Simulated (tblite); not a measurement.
# CSeClF (SMILES FC(Cl)=[Se]): GFN1-xTB

We compute a structure relaxation of CSeClF. 

Program for the calculation: tblite 0.8.0.

17 further runs of the same task are left out: 17 set aside as unsound or not needed.

**1. The molecule**

The species is CSeClF (4 atoms), meant as a singlet with charge 0. SMILES: `FC(Cl)=[Se]`. Geometry: a GFN2-xTB relaxation, a rough one for these elements and not checked as a minimum. The run starts from this shape.

Bond lengths: F1–C2 1.327 Å, C2–Cl3 1.698 Å, C2–Se4 1.738 Å. Angles: F1–C2–Cl3 111.2°, F1–C2–Se4 121.6°, Cl3–C2–Se4 127.2°.

**2. A structure relaxation at GFN1-xTB**

Contents of geom.xyz:

```xyz
4

F     -0.261460     0.702200     1.154880
C     -0.026410     0.038770     0.030280
Cl     1.184500    -1.131040     0.247830
Se    -0.896630     0.390070    -1.432990
```

Contents of calc.py:

```python
# GFN1-xTB geometry optimisation
import json
import numpy as np
from tblite.interface import Calculator
from tblite.interface import symbols_to_numbers
from scipy.optimize import minimize

symbols = list(map(str, np.loadtxt("geom.xyz", skiprows=2, usecols=0, dtype=str, ndmin=1)))
numbers = np.array(symbols_to_numbers(symbols))
positions = np.loadtxt("geom.xyz", skiprows=2, usecols=(1, 2, 3), ndmin=2) / 0.529177210903

xtb = Calculator("GFN1-xTB", numbers, positions, charge=0, uhf=0)
xtb.set("verbosity", 0)
xtb.set("accuracy", 0.01)
last, frames, energies, grads = [None], [], [], []

def fun(x):
    xtb.update(x.reshape(-1, 3))
    last[0] = xtb.singlepoint(last[0])
    return float(last[0].get('energy')), last[0].get('gradient').ravel()

def show(x):
    e, g = fun(x)
    frames.append(x.reshape(-1, 3).tolist())
    energies.append(e)
    grads.append(g.reshape(-1, 3).tolist())
    print(f"{len(energies) - 1:4d} {e:16.9f} {np.abs(g).max():12.3e} {np.linalg.norm(g):12.3e}")

print("step      energy/Eh       max grad     grad norm")
show(positions.ravel())
opt = minimize(fun, positions.ravel(), jac=True, method="BFGS", callback=show, options={"gtol": 3e-05, "maxiter": 500})
print("converged:", opt.success, "-", opt.message)
fun(opt.x)
wfn = last[0]
final = opt.x.reshape(-1, 3)
print("final geometry (angstrom)")
for s, p in zip(symbols, final * 0.529177210903):
    print(f"{s:<2} {p[0]:12.6f} {p[1]:12.6f} {p[2]:12.6f}")
print(f"Energy: {wfn.get('energy') * 627.5095:.8f} kcal/mol")
eps = np.atleast_2d(wfn.get("orbital-energies")) * 27.211386
occ = np.atleast_2d(wfn.get("orbital-occupations"))
filled = occ.sum(axis=0) if eps.shape[0] == 1 else occ[0]
homo = np.nonzero(filled > 0.5)[0].max()
print("  MO   occupation   energy/eV")
for i in range(max(0, homo - 4), min(eps.shape[1], homo + 5)):
    print(f"{i + 1:4d} {filled[i]:10.4f} {eps[0, i]:12.4f}")
mu = wfn.get("dipole") * 2.541746
print(f"dipole: {np.linalg.norm(mu):.4f} D, components " + " ".join(f"{c:.4f}" for c in mu))
q = wfn.get("charges")
print("Charges:", " ".join(f"{s}{i + 1}={c:+.4f}" for i, (s, c) in enumerate(zip(symbols, q))))
out = {k: np.asarray(wfn.get(k)).tolist() for k in ("energy", "gradient", "charges", "dipole", "orbital-energies", "orbital-occupations")}
out.update(symbols=symbols, positions=(positions * 0.529177210903).tolist(), final=final.tolist(), frames=frames, step_energies=energies, grads=grads, success=bool(opt.success))
json.dump(out, open("results.json", "w"))
```

Started as:

```console
$ python calc.py
```

**Question.** What will come out? Wanted: total energy at the end; dipole moment; HOMO energy; LUMO energy; HOMO–LUMO gap.

**Answer.** As computed:

Level: GFN1-xTB.

| quantity | value |
| --- | --- |
| total energy at the end | -14.81103 Eh |
| dipole moment | 0.86 D |
| HOMO energy | -10.90 eV |
| LUMO energy | -8.65 eV |
| HOMO–LUMO gap | 2.25 eV |

What this shows: At the final geometry: Bond lengths: F1–C2 1.329 Å, C2–Cl3 1.703 Å, C2–Se4 1.739 Å. Angles: F1–C2–Cl3 109.1°, F1–C2–Se4 121.8°, Cl3–C2–Se4 129.1°. The optimisation took 11 steps and changed the energy by -0.007 eV.
